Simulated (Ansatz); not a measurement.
# UMP2/6-311+G(d,p) run of CH4AlO2 (SMILES C[O][Al][OH])

Aim: the vertical doublet–quartet gap of CH4AlO2 at UMP2/6-311+G**, from 2 runs. 

The calculation is run with Ansatz 0.2.0.

37 further runs of the same task are left out: 37 set aside as unsound or not needed.

### 1 The system as given

CH4AlO2: 8 atoms, total charge 0, spin state doublet. As SMILES, `C[O][Al][OH]`. Geometry: relaxed at PBE0-D4/def2-TZVP. This is one conformer, not always the lowest.

Bond lengths: C1–O2 1.394 Å, O2–Al3 1.683 Å, Al3–O4 1.701 Å, C1–H5 1.097 Å, C1–H6 1.095 Å, C1–H7 1.095 Å, O4–H8 0.956 Å. Angles: C1–O2–Al3 139.7°, O2–Al3–O4 116.5°, O2–C1–H5 112.7°, O2–C1–H6 110.1°, O2–C1–H7 110.0°, Al3–O4–H8 121.5°, H5–C1–H6 108.0°, H5–C1–H7 108.0°, H6–C1–H7 107.9°.

### 2 A single-point energy at UMP2/6-311+G(d,p)

Input file input.yaml:

```yaml
crystal:
  periodic: [false, false, false]
  atoms:
    - {symbol: C, position_ang: [0.292700, 1.365900, -0.669900]}
    - {symbol: O, position_ang: [-0.035800, 0.282500, 0.144300]}
    - {symbol: Al, position_ang: [-0.062600, -1.399600, 0.093000]}
    - {symbol: O, position_ang: [-0.601900, -2.191900, 1.497900]}
    - {symbol: H, position_ang: [0.661200, 1.058300, -1.655900]}
    - {symbol: H, position_ang: [-0.585400, 2.002400, -0.820800]}
    - {symbol: H, position_ang: [1.070000, 1.971500, -0.192500]}
    - {symbol: H, position_ang: [-0.646300, -3.146000, 1.548200]}
basis:
  gaussian: {orbitals: 6-311+G_st__st_-spherical.json}
magnetization: {spin_polarized: true, initial_magnetization: 1}
correlation: {method: mp2, frozen_orbitals: {Al: 5, C: 1, H: 0, O: 1}}
accuracy: high
```

The basis set 6-311+G** is read from a file made from the Basis Set Exchange's data (not shown).

The run is started by

```console
$ ansatz run input.yaml --threads 1 --pin off --max-ram 3480MiB --events-out events.jsonl --progress --plain --runs-dir runs
```

Output:

```text
Warning: RAYON_NUM_THREADS=1 ignored (pool sized by the plan → 1); use --threads N
Functional definition: HF
  name "HF"
  exchange = exact_x
  correlation = 0
2227 factors; integrals over basis functions are off by at most 2.0e-8 eV
mean field evaluation 1: about -11748.0924 eV, gradient 3.8e1 eV
mean field evaluation 2: about -11748.0988 eV, gradient 3.8e1 eV
mean field evaluation 4: about -11754.2408 eV, gradient 3.0e0 eV
mean field evaluation 8: about -11754.3890 eV, gradient 2.4e-1 eV
mean field -11754.39019224 eV, -431.9658721530 hartree, gradient 2.3e-8 eV, S^2 0.752770; 0 other end points of the search recorded, 0 dependent functions left out
8 core orbitals not correlated: weight in the atoms' cores, before any rotation towards them, 1.000 or more for the frozen orbitals, at most 0.000 for the correlated occupied ones
reference -11754.39019224 eV, -431.9658721530 hartree; 12, 11 occupied and 100, 101 virtual orbitals, 2227 factors
second order -16.43123369 eV of doubles, -0.00000000 eV of singles
Total energy: -11770.82142593 eV, -432.5697088536 hartree
```

Wall time 5.4 s (1 thread of Arm Neoverse V2, shared host); peak memory 0.41 GiB.

### 3 The quartet

Input file job.yaml:

```yaml
crystal:
  periodic: [false, false, false]
  atoms:
    - {symbol: C, position_ang: [0.292700, 1.365900, -0.669900]}
    - {symbol: O, position_ang: [-0.035800, 0.282500, 0.144300]}
    - {symbol: Al, position_ang: [-0.062600, -1.399600, 0.093000]}
    - {symbol: O, position_ang: [-0.601900, -2.191900, 1.497900]}
    - {symbol: H, position_ang: [0.661200, 1.058300, -1.655900]}
    - {symbol: H, position_ang: [-0.585400, 2.002400, -0.820800]}
    - {symbol: H, position_ang: [1.070000, 1.971500, -0.192500]}
    - {symbol: H, position_ang: [-0.646300, -3.146000, 1.548200]}
basis:
  gaussian:
    orbitals: 6-311+G_st__st_-spherical.json
correlation:
  method: mp2
  frozen_orbitals: {Al: 5, C: 1, H: 0, O: 1}
accuracy: high
magnetization:
  spin_polarized: true
  initial_magnetization: 3
```

The basis set 6-311+G** is read from a file made from the Basis Set Exchange's data (not shown).

The run is started by

```console
$ ansatz run job.yaml --threads 1 --pin off --max-ram 3480MiB --events-out events.jsonl --progress --plain --runs-dir runs
```

Output, cut to the lines that bear on the results:

```text
Warning: RAYON_NUM_THREADS=1 ignored (pool sized by the plan → 1); use --threads N
[... 2 set-up lines as earlier in the session ...]
[...]
2227 factors; integrals over basis functions are off by at most 2.0e-8 eV
[...]
mean field -11749.26552193 eV, -431.7775439929 hartree, gradient 2.0e-8 eV, S^2 3.760787; 10 other end points of the search recorded, 0 dependent functions left out
8 core orbitals not correlated: weight in the atoms' cores, before any rotation towards them, 1.000 or more for the frozen orbitals, at most 0.000 for the correlated occupied ones
reference -11749.26552193 eV, -431.7775439929 hartree; 13, 10 occupied and 99, 102 virtual orbitals, 2227 factors
second order -14.93016490 eV of doubles, -0.00000000 eV of singles
Total energy: -11764.19568683 eV, -432.3262174329 hartree
```

It took 24 s on 1 thread of Arm Neoverse V2, shared host; peak memory 0.43 GiB.

### 4 Results

At UMP2/6-311+G**, 8 core orbitals frozen:

```
                                            quantity          value
                               doublet: total energy  -432.56971 Eh
doublet: correlation energy (8 core orbitals frozen)     -603.8 mEh
          doublet: ⟨S²⟩ of the reference determinant          0.753
                               quartet: total energy  -432.32622 Eh
quartet: correlation energy (8 core orbitals frozen)     -548.7 mEh
          quartet: ⟨S²⟩ of the reference determinant          3.761
    vertical energy of the quartet above the doublet       6.626 eV
```

**Reading.** At this shape the quartet lies 6.63 eV (639 kJ/mol) above the doublet.
